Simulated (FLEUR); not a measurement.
## YbAl3: equation of state with PBEsol

Crystal: YbAl3.

```
Yb Al
1.0
     4.29210    0.00000    0.00000
     0.00000    4.29210    0.00000
     0.00000    0.00000    4.29210
Yb Al
1 3
Direct
  0.00000 0.00000 0.00000
  0.50000 0.00000 0.50000
  0.50000 0.50000 0.00000
  0.00000 0.50000 0.50000
```

The cell comes from a database or a generator and needn't be the stable form of this composition.

* Program: FLEUR MaX-R8.1 (later development tree)
* Task: equation of state
* Functional: PBEsol
* Potentials or basis: all-electron
* Basis: FLAPW
* Kmax: 4.43 1/bohr
* k mesh: 6 × 6 × 6
* Occupations: fermi-dirac, width 0.05 eV
* Spin: collinear spin, program default start
* Gmax: 13.7 1/bohr
* Muffin-tin radii: Yb 2.66, Al 2.21 bohr
* lmax: Yb 10, Al 9
* lnonsphr: Yb 10, Al 9
* Local orbitals a species: Yb 5, Al 4

```yaml
Equilibrium_volume: "18.28 Å³/atom (rough: see the caveat)"
Bulk_modulus: 76 GPa (rough)
```

Energy against volume, from the lowest point:
```tsv
volume (Å³/atom)	energy (meV/atom)
18.581	0.00
18.977	4.72
19.372	12.72
19.767	23.66
20.163	37.21
20.558	53.07
20.953	70.99
```

Caveat: the minimum lies outside the volumes run; without U or exact exchange the open f shell lies at the Fermi level, which spoils levels, moments and volumes. The state reached can hang on the start; a lower one may exist.
